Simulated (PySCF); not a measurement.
# [Tm(SH)3]−: other functionals and bases at one geometry

The task here is to estimate one member of a computed series from the others.

The runs use PySCF 2.14.0; several levels, as the steps say, no spin–orbit coupling.

1 further run of the same task is left out (for a known fault of the program).

## Where the work starts

7 atoms, charge -1, spin multiplicity 1.

Bond lengths: Tm1–S2 2.786 Å, Tm1–S4 2.786 Å, Tm1–S6 2.786 Å, S2–H3 1.354 Å, S4–H5 1.354 Å, S6–H7 1.354 Å. Angles: S2–Tm1–S4 120.0°, S2–Tm1–S6 120.0°, S4–Tm1–S6 120.0°, Tm1–S2–H3 91.9°, Tm1–S4–H5 91.9°, Tm1–S6–H7 91.9°.

Geometry (Å):

```csv
atom,x (Å),y (Å),z (Å)
Tm1,0.00000,0.00000,0.58227
S2,2.73672,0.52306,0.58360
H3,3.03436,-0.79798,0.59612
S4,-1.82134,2.10854,0.58360
H5,-0.82611,3.02682,0.59612
S6,-0.91538,-2.63160,0.58360
H7,-2.20825,-2.22884,0.59612
```

Formal oxidation states: Tm +2. Each metal's 13 4f electrons lie in its core potential, so multiplicities, spins and levels count the valence alone. An earlier session relaxed this geometry at PBE0, Tm lcecp-0-SVP with ECP59, S def2-SVP, H def2-SVP (singlet, point group C3h).

At PBE0 on the finer grid: E = -1228.268696 Eh, frontier levels not given, since the 4f levels lie in the core, Mulliken charge on Tm1 +0.34 e, largest force component 0.003 eV/Å. 

Levels to run: wB97X; revPBE; PBE0, TZVP. Hardware: 2 threads of Arm Neoverse V1, shared host.

Set-up of the first run:

The input, run.py (the lines that set the calculation):

```python
mol = gto.M(atom='''
Tm     0.00000     0.00000     0.58227
S      2.73672     0.52306     0.58360
H      3.03436    -0.79798     0.59612
S     -1.82134     2.10854     0.58360
H     -0.82611     3.02682     0.59612
S     -0.91538    -2.63160     0.58360
H     -2.20825    -2.22884     0.59612''',
    basis={'Tm': 'lcecp-0-SVP', 'S': 'def2-SVP', 'H': 'def2-SVP'},
    ecp={'Tm': 'lcecp-0-SVP'},
    charge=-1, spin=0)
mf = dft.RKS(mol, xc='WB97X')
mf.grids.atom_grid = (75, 302)  # f atoms: unpruned, at least (60, 302)
mf = mf.density_fit()  # fitting sets: Tm AutoAux, S def2-universal-JKFIT, H def2-universal-JKFIT
mf.conv_tol = 1e-08; mf.max_cycle = 55
mf.kernel(dm0)  # dm0: the density of the relaxed state
```

Launch:

```console
$ OMP_NUM_THREADS=2 python run.py
```

Among the steps run: wB97X; revPBE; PBE0, TZVP.

One of the session's tables, all rows but one given; the rest of the session is left out.

| level | charge on Tm1 (e) | largest force component (eV/Å) |
| --- | --- | --- |
| PBE0 (relaxed here) | 0.34 | 0.00 |
| wB97X | ? | ? |
| revPBE | 0.23 | 0.32 |
| PBE0, TZVP | 0.97 | 0.22 |

Estimate the missing values for wB97X.

**Answer.** charge on Tm1 (e): 0.37; largest force component (eV/Å): 0.12. In the column «charge on Tm1 (e)» it lies between PBE0 (relaxed here) (0.34) and PBE0, TZVP (0.97).

The largest leftover force, 0.32 eV/Å with revPBE, stands at a geometry relaxed at another level. With 4f in the core, its levels are missing from HOMO and gap, and its count is fixed, so no charge can pass from the ligands into it. Total energies of different levels can't be compared.
